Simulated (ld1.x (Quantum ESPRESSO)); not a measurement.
**B: a TM semilocal potential and its near relatives**

Aim: generate and test one potential in full, then change a few of its settings and see what happens to hardness, ghosts and transferability.

The numbers are computed with ld1.x (Quantum ESPRESSO) 7.5 (PBE, scalar-relativistic, spin-unpolarised reference atom).

2 further runs of the same task are left out: 2 set aside as unsound or not needed.

### Step 1. Starting point

The settings as typed:

* element: boron (B, Z = 5)
* type: norm-conserving Troullier–Martins (semilocal form)
* frozen core: [He]
* valence charge: 3
* reference configuration: 2s2 2p0.75 (charge +0.25)
* partial waves: 2s (bound): rc 0.95 bohr; 3d channel at 0.45 Ry: rc 2.20 bohr; 2p (bound): rc 2.15 bohr
* local potential: the p channel
* core correction: a·sin(br)/r model core inside 0.86 bohr

### Step 2. Generation of the first potential

File B.in:

```
 &input
   title='B', zed=5., rel=1, dft='PBE', iswitch=3,
   config='[He] 2s2 2p0.75 3d-2',
   nld=3, rlderiv=2.40, eminld=-3.0, emaxld=5.0, deld=0.02
 /
 &inputp
   pseudotype=1, tm=.true., lloc=1,
   nlcc=.true., rcore=0.86,
   file_pseudopw='B.pp', file_wfcaegen='ae.wfc', file_wfcncgen='nc.wfc'
 /
3
2S  1  0   2.00   0.00  0.95  0.95  0.0
3D  3  2  -2.00   0.45  2.20  2.20  0.0
2P  2  1   0.75   0.00  2.15  2.15  0.0
 &test
   configts(1)='2s2 2p0.75'
 /
```

Command:

```
ld1.x < B.in > B.out
```

What the program wrote to B.out (without the banner and most projector matrices):

```text
     Program LD1 v.7.5
     --------------------------- All-electron run ----------------------------

     B
     scalar relativistic calculation

     atomic number is  5.00
     dft =PBE   lsd =0 sic =0 latt =0  beta=0.20 tr2=1.0E-14
     Exchange-correlation= PBE
                           (   1   4   3   4   0   0   0)
     mesh =1059 r(mesh) = 101.04461 a.u. xmin = -7.00 dx = 0.01250
     1 Ry =  13.60569312 eV, c = 137.03599908

     n l     nl                  e(Ry)          e(Ha)          e(eV)
     1 0     1S 1( 2.00)       -13.4748        -6.7374      -183.3333
     2 0     2S 1( 2.00)        -0.8591        -0.4296       -11.6891
     2 1     2P 1( 0.75)        -0.4218        -0.2109        -5.7387

     final scf error:  4.6E-15 reached in  25 iterations

     Etot =     -49.121175 Ry,     -24.560587 Ha,    -668.327629 eV

     Ekin =      48.960653 Ry,      24.480327 Ha,     666.143626 eV
     Encl =    -112.816474 Ry,     -56.408237 Ha,   -1534.946323 eV
     Eh   =      22.222585 Ry,      11.111292 Ha,     302.353667 eV
     Exc  =      -7.487939 Ry,      -3.743969 Ha,    -101.878599 eV

     normalization and overlap integrals

     s(1S/1S) =  1.000000  <r> =   0.3294  <r2> =    0.1474  r(max) =   0.2103
     s(2S/2S) =  1.000000  <r> =   1.9082  <r2> =    4.3713  r(max) =   1.4964
     s(2P/2P) =  1.000000  <r> =   2.1515  <r2> =    5.9122  r(max) =   1.5343

     ------------------------ End of All-electron run ------------------------

     --------------------- Generating NC pseudopotential ---------------------

      Generating local pot.: lloc=1, matching radius rcloc =   2.1500

      Computing core charge for nlcc:

       r > 0.86 : true rho core
       r < 0.86 : rho core = a sin(br)/r    a=   0.68  b=   3.15

      Integrated core pseudo-charge :   0.23

      Wfc   2S  rcut= 0.942  Using Troullier-Martins method

      Wfc   3D  rcut= 2.205  Using Troullier-Martins method

     ------------------- End of pseudopotential generation -------------------

     [... the all-electron block is printed once more ...]


     Computing logarithmic derivative in   2.39129
     Computing logarithmic derivative in   2.39129
     Computing the partial wave expansion
     R is outside the sphere for l=    0 j= 0.00
       no projector for channel:   1
     R is outside the sphere for l=    2 j= 0.00

     ---------------------- Testing the pseudopotential ----------------------

     B
     scalar relativistic calculation

     atomic number is  5.00   valence charge is  3.00
     dft =PBE   lsd =0 sic =0 latt =0  beta=0.20 tr2=1.0E-14
     mesh =1059 r(mesh) = 101.04461 xmin = -7.00 dx = 0.01250

     n l     nl             e AE (Ry)        e PS (Ry)    De AE-PS (Ry)
     1 0     2S   1( 2.00)       -0.85913       -0.85913       -0.00001
     2 1     2P   1( 0.75)       -0.42179       -0.42179        0.00000

     eps = 7.1E-15  iter = 12

     Etot =     -49.121175 Ry,     -24.560587 Ha,    -668.327629 eV
     Etotps =    -5.292495 Ry,      -2.646248 Ha,     -72.008069 eV

     Ekin =       2.320506 Ry,       1.160253 Ha,      31.572099 eV
     Encl =     -10.492012 Ry,      -5.246006 Ha,    -142.751097 eV
     Ehrt =       3.488498 Ry,       1.744249 Ha,      47.463436 eV
     Ecxc =      -1.733049 Ry,      -0.866525 Ha,     -23.579337 eV
     (Ecc =      -0.180503 Ry,      -0.090251 Ha,      -2.455865 eV)
     Epseu=       1.123561 Ry,       0.561781 Ha,      15.286830 eV

     ---------------------- End of pseudopotential test ----------------------
```

Run time: 0.87 s. Hardware: 1 thread, shared host. (Generation and the later configuration tests together.)

All-electron and pseudo partial waves u(r) = r·R(r), from the program's wave files:

```tsv
r (bohr)	2s AE	2s PS	2p AE	2p PS
0.110	-0.2861	0.0749	0.0340	0.0142
0.220	-0.2958	0.1405	0.1065	0.0555
0.330	-0.1849	0.1910	0.1916	0.1197
0.440	-0.0301	0.2296	0.2762	0.2005
0.550	0.1306	0.2697	0.3543	0.2902
0.660	0.2788	0.3285	0.4229	0.3804
0.770	0.4067	0.4143	0.4812	0.4637
0.880	0.5124	0.5125	0.5303	0.5344
0.990	0.5966	0.5966	0.5708	0.5892
1.100	0.6598	0.6598	0.6022	0.6275
1.210	0.7041	0.7041	0.6251	0.6508
1.320	0.7316	0.7316	0.6403	0.6619
1.430	0.7450	0.7450	0.6486	0.6641
1.540	0.7467	0.7467	0.6509	0.6604
1.650	0.7388	0.7388	0.6481	0.6528
1.760	0.7233	0.7233	0.6410	0.6428
1.870	0.7020	0.7020	0.6303	0.6308
1.980	0.6763	0.6763	0.6168	0.6168
2.090	0.6475	0.6475	0.6009	0.6009
2.200	0.6165	0.6165	0.5833	0.5833
2.310	0.5844	0.5844	0.5643	0.5643
2.420	0.5517	0.5517	0.5444	0.5444
2.530	0.5190	0.5190	0.5239	0.5239
2.640	0.4868	0.4868	0.5030	0.5030
2.750	0.4553	0.4553	0.4820	0.4820
2.860	0.4249	0.4249	0.4612	0.4612
```

### Step 3. Testing the new file in other configurations

File B.test.in:

```
 &input
   title='B', zed=5., rel=1, dft='PBE', iswitch=2,
   config='[He] 2s2 2p0.75 3d-2'
 /
 &test
   file_pseudo='B.pp', nconf=8,
   configts(1)='2s2 2p0.75',
   configts(2)='2s2 2p1',
   configts(3)='2s2 2p0',
   configts(4)='2s1 2p0',
   configts(5)='2s0 2p3',
   configts(6)='2s1 2p1',
   configts(7)='2s2 2p0.5',
   configts(8)='2s2 2p1.3'
 /
```

Command:

```
ld1.x < B.test.in > B.test.out
```

B.test.out, the pseudopotential blocks:

```text
     ---------------------- Testing the pseudopotential ----------------------

     B
     scalar relativistic calculation

     atomic number is  5.00   valence charge is  3.00
     dft =PBE   lsd =0 sic =0 latt =0  beta=0.20 tr2=1.0E-14
     mesh =1059 r(mesh) = 101.04461 xmin = -7.00 dx = 0.01250

     n l     nl             e AE (Ry)        e PS (Ry)    De AE-PS (Ry)
     1 0     2S   1( 2.00)       -0.85913       -0.85913       -0.00001
     2 1     2P   1( 0.75)       -0.42179       -0.42179        0.00000

     eps = 6.5E-15  iter = 13

     Etot =     -49.121175 Ry,     -24.560587 Ha,    -668.327629 eV
     Etotps =    -5.292496 Ry,      -2.646248 Ha,     -72.008072 eV

     Ekin =       2.320506 Ry,       1.160253 Ha,      31.572096 eV
     Encl =     -10.492012 Ry,      -5.246006 Ha,    -142.751098 eV
     Ehrt =       3.488498 Ry,       1.744249 Ha,      47.463437 eV
     Ecxc =      -1.733049 Ry,      -0.866525 Ha,     -23.579337 eV
     (Ecc =      -0.180503 Ry,      -0.090251 Ha,      -2.455865 eV)
     Epseu=       1.123561 Ry,       0.561781 Ha,      15.286830 eV

     ---------------------- End of pseudopotential test ----------------------

     ---------------------- Testing the pseudopotential ----------------------

     B
     [...]
     n l     nl             e AE (Ry)        e PS (Ry)    De AE-PS (Ry)
     1 0     2S   1( 2.00)       -0.69405       -0.69397       -0.00009
     2 1     2P   1( 1.00)       -0.26511       -0.26536        0.00025

     eps = 6.6E-15  iter = 15

     Etot =     -49.206684 Ry,     -24.603342 Ha,    -669.491037 eV
     Etotps =    -5.378049 Ry,      -2.689024 Ha,     -73.172082 eV
     dEtot_ae =      -0.085509 Ry
     dEtot_ps =      -0.085553 Ry,   Delta E=       0.000044 Ry

     [...]
     ---------------------- End of pseudopotential test ----------------------

     ---------------------- Testing the pseudopotential ----------------------

     B
     [...]
     n l     nl             e AE (Ry)        e PS (Ry)    De AE-PS (Ry)
     1 0     2S   1( 2.00)       -1.43403       -1.43079       -0.00324
     2 1     2P   1( 0.00)       -0.98227       -0.97550       -0.00677  !

     eps = 6.1E-15  iter = 21

     Etot =     -48.602552 Ry,     -24.301276 Ha,    -661.271412 eV
     Etotps =    -4.775602 Ry,      -2.387801 Ha,     -64.975375 eV
     dEtot_ae =       0.518622 Ry
     dEtot_ps =       0.516894 Ry,   Delta E=       0.001729 Ry

     [...]
     ---------------------- End of pseudopotential test ----------------------

     ---------------------- Testing the pseudopotential ----------------------

     B
     [...]
     n l     nl             e AE (Ry)        e PS (Ry)    De AE-PS (Ry)
     1 0     2S   1( 1.00)       -2.31339       -2.30170       -0.01169  !
     2 1     2P   1( 0.00)       -1.87356       -1.84593       -0.02763  !

     eps = 6.6E-15  iter = 12

     Etot =     -46.734040 Ry,     -23.367020 Ha,    -635.849013 eV
     Etotps =    -2.913632 Ry,      -1.456816 Ha,     -39.641983 eV
     dEtot_ae =       2.387134 Ry
     dEtot_ps =       2.378864 Ry,   Delta E=       0.008271 Ry

     [...]
     ---------------------- End of pseudopotential test ----------------------

     ---------------------- Testing the pseudopotential ----------------------

     B
     [...]
     n l     nl             e AE (Ry)        e PS (Ry)    De AE-PS (Ry)
     1 0     2S   1( 0.00)       -0.75829       -0.75765       -0.00064
     2 1     2P   1( 3.00)       -0.32646       -0.32752        0.00106

     eps = 2.9E-15  iter = 22

     Etot =     -48.345216 Ry,     -24.172608 Ha,    -657.770174 eV
     Etotps =    -4.518687 Ry,      -2.259344 Ha,     -61.479875 eV
     dEtot_ae =       0.775959 Ry
     dEtot_ps =       0.773808 Ry,   Delta E=       0.002150 Ry

     [...]
     ---------------------- End of pseudopotential test ----------------------

     ---------------------- Testing the pseudopotential ----------------------

     B
     [...]
     n l     nl             e AE (Ry)        e PS (Ry)    De AE-PS (Ry)
     1 0     2S   1( 1.00)       -1.43999       -1.44184        0.00186
     2 1     2P   1( 1.00)       -0.98910       -0.98962        0.00052

     eps = 5.6E-15  iter = 14

     Etot =     -48.151191 Ry,     -24.075596 Ha,    -655.130331 eV
     Etotps =    -4.321850 Ry,      -2.160925 Ha,     -58.801765 eV
     dEtot_ae =       0.969984 Ry
     dEtot_ps =       0.970646 Ry,   Delta E=      -0.000662 Ry

     [...]
     ---------------------- End of pseudopotential test ----------------------

     ---------------------- Testing the pseudopotential ----------------------

     B
     [...]
     n l     nl             e AE (Ry)        e PS (Ry)    De AE-PS (Ry)
     1 0     2S   1( 2.00)       -1.03851       -1.03821       -0.00030
     2 1     2P   1( 0.50)       -0.59442       -0.59349       -0.00093

     eps = 1.8E-15  iter = 11

     Etot =     -48.994466 Ry,     -24.497233 Ha,    -666.603665 eV
     Etotps =    -5.165882 Ry,      -2.582941 Ha,     -70.285405 eV
     dEtot_ae =       0.126709 Ry
     dEtot_ps =       0.126614 Ry,   Delta E=       0.000095 Ry

     [...]
     ---------------------- End of pseudopotential test ----------------------

     ---------------------- Testing the pseudopotential ----------------------

     B
     [...]
     n l     nl             e AE (Ry)        e PS (Ry)    De AE-PS (Ry)
     1 0     2S   1( 2.00)       -0.51890       -0.51852       -0.00038
     2 1     2P   1( 1.30)       -0.10161       -0.10171        0.00011

     eps = 5.7E-15  iter = 12

     Etot =     -49.260950 Ry,     -24.630475 Ha,    -670.229366 eV
     Etotps =    -5.432377 Ry,      -2.716188 Ha,     -73.911249 eV
     dEtot_ae =      -0.139775 Ry
     dEtot_ps =      -0.139881 Ry,   Delta E=       0.000106 Ry

     [...]
     ---------------------- End of pseudopotential test ----------------------
```

Excitation and ionisation energies from 2s2 2p0.75, with the error of the potential.

| valence configuration | charge | ΔE all-electron (eV) | error AE − PS (meV) |
| --- | --- | --- | --- |
| 2s2 2p1 | 0 | -1.163 | +0.6 |
| 2s2 2p0 | +1 | 7.056 | +24 |
| 2s1 2p0 | +2 | 32.479 | +113 |
| 2s0 2p3 | 0 | 10.557 | +29 |
| 2s1 2p1 | +1 | 13.197 | -9.0 |
| 2s2 2p0.5 | +0.5 | 1.724 | +1.3 |
| 2s2 2p1.3 | -0.3 | -1.902 | +1.4 |

### Step 4. Logarithmic derivatives

Taken from the files of the generation run. The phase is arctan(r·u′/u) with u = r·R, unwrapped, with energies in Ry. A pole is an energy at which the radial function vanishes at the test radius. The pseudo phase is shifted by a multiple of π to meet the all-electron one at the reference energy. Levels narrower than the energy grid can be missing from the poles. The last column is the largest difference on the grid between −1 and +1 Ry.

| channel | radius (bohr) | reference (Ry) | poles AE | poles PS | window around the reference with phases within 0.05 rad (Ry) | largest difference near zero (rad) |
| --- | --- | --- | --- | --- | --- | --- |
| s | 2.39 | -0.86 | 0.01 | 0.00 | below 2.2 | 0.004 |
| p | 2.39 | -0.42 | 0.39 | 0.41 | below 1.7 | 0.014 |
| d | 2.39 | 0.45 | 3.62 | 3.65 | the whole range | 0.000 |

Phases (rad) along the scan:

```tsv
E (Ry)	p AE	p PS	s AE	s PS
-3.00	1.301	1.302	1.264	1.264
-2.52	1.267	1.268	1.209	1.209
-2.04	1.216	1.218	1.108	1.107
-1.56	1.125	1.128	0.850	0.849
-1.08	0.908	0.912	-0.230	-0.231
-0.60	-0.016	-0.014	-1.274	-1.274
-0.12	-1.260	-1.258	-1.533	-1.534
0.36	-1.562	-1.554	-1.650	-1.652
0.84	-1.700	-1.685	-1.734	-1.739
1.32	-1.815	-1.786	-1.819	-1.829
1.80	-1.966	-1.902	-1.933	-1.955
2.28	-2.267	-2.089	-2.131	-2.198
2.76	-3.079	-2.505	-2.595	-2.836
3.24	-4.008	-3.422	-3.537	-3.842
3.72	-4.355	-4.101	-4.144	-4.290
4.20	-4.504	-4.368	-4.385	-4.471
4.68	-4.586	-4.495	-4.503	-4.566
```

### Step 5. Plane-wave convergence, by spherical Bessel functions

A separate test, outside the generator: the pseudo-atom's Hamiltonian at the reference potential is diagonalised in spherical Bessel functions j_l(qr) that vanish at 20 bohr, with q² up to the cutoff.

All-electron valence levels (Ry): 2s -0.8591, 2p -0.4218. The lowest levels of each channel (Ry) by cutoff; the last column sums, over occupied levels, occupation times the distance from the level at 400 Ry. A positive value at high cutoff is not a bound level.

```tsv
cutoff (Ry)	s #1	d #1	p #1	Σ f·Δε (mRy)
8	-0.7903	0.0243	-0.3358	202.1
21	-0.8281	0.0243	-0.4195	63.8
40	-0.8347	0.0243	-0.4217	48.9
70	-0.8552	0.0243	-0.4218	7.8
110	-0.8577	0.0243	-0.4218	2.9
160	-0.8588	0.0243	-0.4218	0.6
200	-0.8590	0.0243	-0.4218	0.3
400	-0.8591	0.0243	-0.4218	0.0
```

The sum stays within 10 mRy from 70 Ry and within 1 mRy from 160 Ry. The sum leaves out empty levels, which can need more. Ghost test: no level below the all-electron spectrum of its channel (s, d, p tested).

### Step 6. Now with waves 2p (bound): rc 2.94 bohr; core correction none (was a·sin …

In full, the change is: waves 2p (bound): rc 2.94 bohr; core correction none (was a·sin(br)/r model core inside 0.86 bohr).

File B.in:

```
 &input
   title='B', zed=5., rel=1, dft='PBE', iswitch=3,
   config='[He] 2s2 2p0.75 3d-2',
   nld=3, rlderiv=3.20, eminld=-3.0, emaxld=5.0, deld=0.02
 /
 &inputp
   pseudotype=1, tm=.true., lloc=1,
   nlcc=.false.,
   file_pseudopw='B.pp', file_wfcaegen='ae.wfc', file_wfcncgen='nc.wfc'
 /
3
2S  1  0   2.00   0.00  0.95  0.95  0.0
3D  3  2  -2.00   0.45  2.20  2.20  0.0
2P  2  1   0.75   0.00  2.94  2.94  0.0
 &test
   configts(1)='2s2 2p0.75'
 /
```

Command:

```
ld1.x < B.in > B.out
```

Output in B.out (without the banner and most projector matrices):

```text
     Program LD1 v.7.5
     [... all-electron run as in step 2 ...]


     --------------------- Generating NC pseudopotential ---------------------

      Generating local pot.: lloc=1, matching radius rcloc =   2.9400

      Wfc   2S  rcut= 0.942  Using Troullier-Martins method

      Wfc   3D  rcut= 2.205  Using Troullier-Martins method

     ------------------- End of pseudopotential generation -------------------

     [... all-electron run as in step 2 ...]


     Computing logarithmic derivative in   3.18780
     Computing logarithmic derivative in   3.18780
     Computing the partial wave expansion
     R is outside the sphere for l=    0 j= 0.00
       no projector for channel:   1
     R is outside the sphere for l=    2 j= 0.00

     ---------------------- Testing the pseudopotential ----------------------

     B
     scalar relativistic calculation

     atomic number is  5.00   valence charge is  3.00
     dft =PBE   lsd =0 sic =0 latt =0  beta=0.20 tr2=1.0E-14
     mesh =1059 r(mesh) = 101.04461 xmin = -7.00 dx = 0.01250

     n l     nl             e AE (Ry)        e PS (Ry)    De AE-PS (Ry)
     1 0     2S   1( 2.00)       -0.85913       -0.85913       -0.00001
     2 1     2P   1( 0.75)       -0.42179       -0.42179        0.00000

     eps = 6.7E-16  iter = 14

     Etot =     -49.121175 Ry,     -24.560587 Ha,    -668.327629 eV
     Etotps =    -5.078130 Ry,      -2.539065 Ha,     -69.091482 eV

     Ekin =       2.231775 Ry,       1.115888 Ha,      30.364847 eV
     Encl =     -10.445803 Ry,      -5.222902 Ha,    -142.122393 eV
     Ehrt =       3.472410 Ry,       1.736205 Ha,      47.244543 eV
     Ecxc =      -1.486594 Ry,      -0.743297 Ha,     -20.226137 eV
     Epseu=       1.150082 Ry,       0.575041 Ha,      15.647658 eV

     ---------------------- End of pseudopotential test ----------------------
```

It took 0.87 s on 1 thread, shared host. (Generation and the later configuration tests together.)

The new file went through the configuration test as well (its log is not shown).

Excitation and ionisation energies from 2s2 2p0.75, with the error of the potential.

| valence configuration | charge | ΔE all-electron (eV) | error AE − PS (meV) |
| --- | --- | --- | --- |
| 2s2 2p1 | 0 | -1.163 | +1.5 |
| 2s2 2p0 | +1 | 7.056 | +60 |
| 2s1 2p0 | +2 | 32.479 | +222 |
| 2s0 2p3 | 0 | 10.557 | +19 |
| 2s1 2p1 | +1 | 13.197 | -52 |
| 2s2 2p0.5 | +0.5 | 1.724 | +3.6 |
| 2s2 2p1.3 | -0.3 | -1.902 | +3.1 |

With this change the loose cutoff stays at 70 Ry, the largest test error goes from +113 to +222 meV and there is no bound ghost.

### Step 7. All runs side by side

Cutoffs, loose and tight: the cutoffs (Ry, on a coarse ladder) from which the occupation-weighted sum of valence levels, in a spherical-Bessel basis at the reference potential, stays within 10 and 1 mRy of its value at 400 Ry; empty and scattering waves don't count. The number of plane waves in a given cell goes as the cutoff to the power 3/2; it is given for the loose cutoff, relative to the first potential. Test errors are all-electron less pseudo. The phase difference is the largest within 1 Ry of zero, over the channels with partial waves.

```tsv
change	outcome	cutoff, loose	cutoff, tight	plane waves, relative	bound ghosts	largest test error (meV)	phase difference near zero (rad)
first potential	generated	70 Ry	160 Ry	1.00	none	+113	0.014
waves 2p (bound): rc 2.94 bohr; core correction none (was a·sin(br)/r model core inside 0.86 bohr)	generated	70 Ry	160 Ry	1.00	none	+222	0.166
```

**Reading.** Among those with the same tests, the first potential has the smallest worst error, +113 meV.

The first potential by itself. By total energies transferability is poor: the largest error is 113 meV on 32.5 eV, for 2s1 2p0. The potential is of middling hardness: the looser tolerance needs 70 Ry. The slowest occupied level is 2s: taken alone it needs 140 Ry to come within 1 mRy, against 25 Ry for 2p. The Bessel-basis test finds no level below the valence levels.
